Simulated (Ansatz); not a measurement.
**CHBO₂: small, medium and large basis sets**

One table from this session's results is given with a row withheld; the runs are named, their logs left out.

Program: Ansatz 0.2.0, Gaussian basis. Level of theory: one geometry, several basis sets. These are calculated values, not measurements.

Levels to be run: PBE0-D4/def2-SVP; ωB97M-V/def2-SVP; PBE0-D4/def2-QZVPP; ωB97M-V/def2-QZVPP; the functionals' def2-TZVPP values are taken from earlier runs.

### The geometry

The geometry comes from an earlier relaxation with PBE0-D4 in a triple-zeta def2 set; it is a stationary point.

5 atoms, charge 0, spin multiplicity 1.

Atoms are counted from 1 here; the program's logs count them from 0.

Bond lengths: O1–C2 1.122 Å, B3–O4 1.199 Å, B3–H5 1.172 Å. Angles: O4–B3–H5 179.1°.

Set-up of the first run:

Input file in.yaml:

```yaml
crystal:
  periodic: [false, false, false]
  atoms:
    - {symbol: O, position_ang: [-1.039910, -1.300134, 2.067731]}
    - {symbol: C, position_ang: [-0.804863, -0.340098, 1.535705]}
    - {symbol: B, position_ang: [0.627374, 0.529511, -1.207809]}
    - {symbol: O, position_ang: [0.801504, -0.638408, -1.415579]}
    - {symbol: H, position_ang: [0.465896, 1.675429, -1.021348]}
basis:
  gaussian: {orbitals: def2-SVP}
hamiltonian: {xc: pbe0, dispersion: d4}
output: {orbitals: {seedname: orbitals}}
```

Command:

```sh
> ansatz run in.yaml --threads 2 --pin off --events-out ev --progress --plain --max-ram 4352MiB
```

Steps of the session up to this table: PBE0-D4 in def2-SVP; ωB97M-V in def2-SVP; PBE0-D4 in def2-QZVPP; ωB97M-V in def2-QZVPP.

One of the session's tables, all rows but one given; the rest of the session is left out.

It belongs to the step «Functionals by basis». 

| functional | basis | HOMO (eV) |
| --- | --- | --- |
| PBE0-D4 | def2-SVP | -10.10 |
| PBE0-D4 | def2-TZVPP | -10.21 |
| PBE0-D4 | def2-QZVPP | -10.22 |
| ωB97M-V | def2-SVP | ? |
| ωB97M-V | def2-TZVPP | -12.65 |
| ωB97M-V | def2-QZVPP | -12.67 |

**Question.** Estimate the row for ωB97M-V, def2-SVP.

The run gave: HOMO (eV): -12.52. In the column «HOMO (eV)» it lies between ωB97M-V, def2-TZVPP (-12.65) and PBE0-D4, def2-QZVPP (-10.22).
